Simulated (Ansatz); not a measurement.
A calculation with Ansatz 0.2.0 of RuBr4 (native input, structure typed inline):

input.yaml

```yaml
crystal:
  lattice:
    - [5.47798918, 0.0, 0.0]
    - [0.0, 5.47798918, 0.0]
    - [0.0, 0.0, 5.47798918]
  atoms:
    - { symbol: Ru, position: [0.0, 0.0, 0.0] }
    - { symbol: Br, position: [0.25, 0.25, 0.25] }
    - { symbol: Br, position: [0.25, 0.75, 0.75] }
    - { symbol: Br, position: [0.75, 0.75, 0.25] }
    - { symbol: Br, position: [0.75, 0.25, 0.75] }
hamiltonian:
  xc: blyp
  pseudopotentials: { kind: paw_fr }
  dispersion: d3bj
magnetization:
  noncollinear: true
  spin_orbit: true
kpoints:
  mp_grid: { grid: [4, 4, 4] }
scf:
  occupations: { method: fermi_dirac, width: 0.15 }
output:
  forces: true
  stress: true
  eigenvalues: true
  write_density: true
  write_potential: true
  elf: true
  volumetric_format: npy
```

Potentials or basis: Ansatz PAW.

Run with:

```bash
$ ansatz run input.yaml --threads 2 --pin off --max-ram 5120MiB --backend cpu --events-out ev --progress --plain --runs-dir out
```

The cell isn't the ideal one: as made, not relaxed: species swapped into the SnI4 type (P-43m, No. 215).

The cell was built by a generator and needn't be a form met in nature.

Question: Write the same calculation in another form: ASE script, structure from a CIF.

Answer: As run:

Contents of run.py:

```python
import json

import ase.io
import numpy as np
from ase.calculators.calculator import CalculationFailed, Calculator
from ase.stress import full_3x3_to_voigt_6_stress
from ase.units import GPa

import ansatz as az

class AnsatzCalculator(Calculator):
    implemented_properties = ["energy", "free_energy", "forces", "stress", "magmom"]

    def calculate(self, atoms, properties, system_changes):
        super().calculate(atoms, properties, system_changes)
        structure = atoms.copy()
        structure.set_constraint()
        structure.set_momenta(None)
        structure.set_masses(None)
        outcome = (
            az.Crystal.from_ase(structure)
            .calculation()
            .basis(xc_grid=2)
            .kpoints(4, 4, 4)
            .functional("blyp", dispersion="d3bj")
            .pseudopotentials(kind="paw_fr")
            .spin("noncollinear", soc=True)
            .scf(tolerance=2e-10)
            .occupations(method="fermi_dirac", width=0.15)
            .forces()
            .stress()
            .run(threads=2)
        )
        if not outcome.report["converged"]:
            raise CalculationFailed("SCF not converged")
        report = outcome.report
        self.results = {
            "free_energy": report["lagrangian_ev"],
            "energy": report["lagrangian_ev"],
            "forces": np.array(report["forces_ev_ang"]),
            "stress": -GPa * full_3x3_to_voigt_6_stress(report["stress_gpa"]),
            "magmom": report["magnetization_mub"],
        }

np.set_printoptions(precision=5, suppress=True, linewidth=110)
atoms = ase.io.read("RuBr4.cif")
atoms.info.pop("occupancy", None)
atoms.calc = AnsatzCalculator()
print(f"free energy {atoms.get_potential_energy():.6f} eV")
print("forces (eV/A)", atoms.get_forces(), sep="\n")
print("stress (GPa, Voigt, tension positive)", atoms.get_stress() / GPa, sep="\n")
print(f"moment {atoms.get_magnetic_moment():.4f} muB")
```

Contents of RuBr4.cif:

```cif
data_RuBr4
_cell_length_a 5.47798918
_cell_length_b 5.47798918
_cell_length_c 5.47798918
_cell_angle_alpha 90.00000000
_cell_angle_beta 90.00000000
_cell_angle_gamma 90.00000000
_space_group_name_H-M_alt 'P-43m'
_space_group_name_Hall 'P -4 2 3'
_space_group_IT_number 215
loop_
_space_group_symop_operation_xyz
'x,y,z'
'y,-x,-z'
'-x,-y,z'
'-y,x,-z'
'x,-y,-z'
'y,x,z'
'-x,y,-z'
'-y,-x,z'
'z,x,y'
'-z,y,-x'
'z,-x,-y'
'-z,-y,x'
'-z,x,-y'
'z,y,x'
'-z,-x,y'
'z,-y,-x'
'y,z,x'
'-x,-z,y'
'-y,z,-x'
'x,-z,-y'
'-y,-z,x'
'x,z,y'
'y,-z,-x'
'-x,z,-y'
loop_
_atom_site_label
_atom_site_type_symbol
_atom_site_symmetry_multiplicity
_atom_site_Wyckoff_symbol
_atom_site_fract_x
_atom_site_fract_y
_atom_site_fract_z
_atom_site_occupancy
Ru1 Ru 1 a 0.0000000000 0.0000000000 0.0000000000 1
Br1 Br 4 e 0.2500000000 0.2500000000 0.2500000000 1
```

Potentials or basis: Ansatz PAW.

Command:

```sh
$ python run.py
```

Both were run:

|  | native input, structure typed inline | ASE script, structure from a CIF |
| --- | --- | --- |
| Pressure | -1.4 GPa | -1.4 GPa |

Keys that steer only the numerical path or the files written may differ.

Caveat: the potentials were made for another functional, which shifts forces and pressure.
